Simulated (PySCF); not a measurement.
# The bond of CsCa−, level by level

The task here is to estimate one member of a computed series from the others.

Computed with PySCF 2.14.0. Level: Cs def2-SVPD with ECP46, Ca def2-SVPD, scalar-relativistic core potentials.

4 further runs of the same task are left out: 4 set aside as unsound or not needed.

The first run:

A driver script around PySCF takes these settings:

```
atoms                         : Cs, Ca
charge                        : -1
basis                         : Cs def2-SVPD with ECP46, Ca def2-SVPD
Hamiltonian                   : scalar-relativistic core potentials
basis functions               : 54
electrons treated             : 30
masses in u                   : 132.9054, 39.9626
levels                        : PBE0, PBE, r²SCAN, PBEsol, M06-L, PW91, LC-ωPBE, MP2, SCS-MP2, CCSD, CCSD(T)
grid                          : 80 radial by 434 angular points
occupations                   : held fixed by the projection of orbital angular momentum
dissociation limit            : Cs− + Ca, each in its ground configuration
starting distance in angstrom : 3.895
values of 2S to try           : 0, 2
```

The run is started by

```sh
> OMP_NUM_THREADS=1 python dia.py task.json out
```

Steps of the session up to this table: Set-up; PBE0 along the bond; PBE; r²SCAN (meta-GGA); PBEsol (GGA); M06-L; PW91 (GGA); LC-ωPBE; Correlated methods on the Hartree–Fock reference.

One of the session's tables, all rows but one given; the rest of the session is left out.

It belongs to the step «Constants by level of theory». 

```
      level  Re (Å)  ωe (cm⁻¹)  De (eV)
    RHF-MP2       ?          ?        ?
RHF-SCS-MP2   5.165       36.7    0.230
   RHF-CCSD   5.089       39.4    0.245
RHF-CCSD(T)   4.993       43.8    0.307
        PBE   4.944       44.7    0.411
     PBEsol   4.857       47.1    0.438
       PW91   4.924       45.3    0.425
     r²SCAN   5.013       44.7    0.409
      M06-L   4.863       46.7    0.336
       PBE0   4.996       43.8    0.359
    LC-ωPBE   5.152       38.7    0.252
```

**Question.** Estimate the row for RHF-MP2.

**Answer.** Re (Å): 5.064; ωe (cm⁻¹): 39.9; De (eV): 0.267. In the column «Re (Å)» it lies between r²SCAN (5.013) and RHF-CCSD (5.089).

De is counted to Cs− + Ca in their ground configurations.
